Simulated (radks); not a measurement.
# Spin polarisation of the 5p shell in Te

The task here is to estimate one member of a computed series from the others.

Program: radks (a radial shooting solver on a logarithmic mesh, Libxc functionals) version 1. Level of theory: scalar-relativistic Kohn-Sham, PBEsol, spin-polarised, spherical densities, finite nucleus. These are calculated values, not measurements, unless marked.

## Starting point

```
element            : tellurium (Z = 52)
charge             : 0
electrons          : 52
configuration      : [Kr] 4d10 5s2 5p(up 2, down 2)
nuclear rms radius : 4.7423 fm
```

A shell typed twice in an input gives spin up, then spin down.

Set-up of the first run:

Settings of this run:

```text
Z 52
configuration [Kr] 4d10 5s2 5p2 5p2
relativity scalar-relativistic
functional pbe_sol,pbe_sol
spin polarised
nucleus finite rms 4.7423 fm
c 137.035999084
```

Among the steps run: No moment.

One of the session's tables, all rows but one given; the rest of the session is left out.

It belongs to the step «No moment». Sizes of the orbitals, from the radial functions (bohr):

```
level     <r>  outermost maximum (interpolated)  90 % within  nodes
   3s  0.3223                             0.293        0.474      2
   3p  0.3204                             0.286        0.481      1
   3d       ?                                 ?            ?      ?
   4s  0.7647                             0.701         1.10      3
   4p  0.8213                             0.738         1.20      2
   4d  0.9725                             0.811         1.49      1
   5s   2.083                              1.79         3.06      4
   5p   2.663                              2.17         4.04      3
```

**Question.** Estimate the row for 3d.

**Answer.** <r>: 0.2969; outermost maximum (interpolated): 0.238; 90 % within: 0.467; nodes: 0. In the column «<r>» it is the lowest.
